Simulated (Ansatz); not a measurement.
# GeH3N: the cost of one run

Computed with Ansatz 0.2.0, Gaussian basis. Level: PBE0-D4/def2-TZVP structures, single points in def2-TZVPP, no counterpoise correction.

Levels: SPW92, PBE-D4, BLYP-D4, r2SCAN-D4, B97M-V, PBE0-D4, B3LYP-D4, r2SCAN0-D4, BHLYP-D4, CAM-B3LYP-D4, wB97X-V, wB97M-V, B2PLYP, PBE-QIDH, RPA on PBE, Hartree-Fock, MP2, CCSD, CCSD(T).

Correlated methods freeze the cores. Filled d shells of the heavier atoms are correlated. B3LYP uses VWN-RPA correlation. B2PLYP carries no dispersion term here.

58 further runs of the same task are left out: 2 that didn't finish, 56 set aside as unsound or not needed.

## (1) Where the work starts

The complex: 8 atoms, charge 0, spin multiplicity 1.

Atoms are counted from 1 here; the program's logs count them from 0.

Bond lengths: Ge1–N3 1.719 Å, Ge1–H5 1.543 Å, Ge1–H6 1.535 Å, O2–H4 0.975 Å, O2–H7 0.964 Å, N3–H8 1.019 Å. Angles: N3–Ge1–H5 129.6°, N3–Ge1–H6 117.7°, H5–Ge1–H6 111.7°, H4–O2–H7 106.8°, Ge1–N3–H8 110.8°.

Geometry (Å):

```tsv
atom	x (Å)	y (Å)	z (Å)
Ge1	-0.18468	0.42769	0.79314
O2	0.16628	0.19277	-1.47644
N3	0.15204	-1.23884	1.04986
H4	0.28055	-0.74649	-1.24017
H5	0.72499	1.65774	0.99620
H6	-1.64829	0.83346	0.56922
H7	-0.60392	0.24335	-2.05391
H8	1.11303	-1.36957	1.36211
```

Its parts: GeNH3 holds atoms 1, 3, 5, 6, 8; H2O holds atoms 2, 4, 7. Each part counts its atoms afresh in its own runs.

## (2) Relaxing GeNH3 alone

Input file relax-a/in.yaml:

```yaml
crystal:
  periodic: [false, false, false]
  atoms:
    - {symbol: Ge, position_ang: [-0.184680, 0.427686, 0.793135]}
    - {symbol: N, position_ang: [0.152035, -1.238841, 1.049864]}
    - {symbol: H, position_ang: [0.724992, 1.657739, 0.996199]}
    - {symbol: H, position_ang: [-1.648292, 0.833457, 0.569219]}
    - {symbol: H, position_ang: [1.113034, -1.369570, 1.362107]}
basis:
  gaussian: {orbitals: def2-TZVP}
hamiltonian: {xc: pbe0, dispersion: d4}
relax: {f_tol: 0.005, max_steps: 200}
```

On the command line:

```
$ ansatz run in.yaml --threads 4 --pin off --events-out ev --progress --plain --max-ram 9574MiB
```

Q: Estimate wall time and peak memory on 4 threads of Intel Xeon at 2.50GHz, shared host.

About 36 s, with a peak of 0.4 GiB.
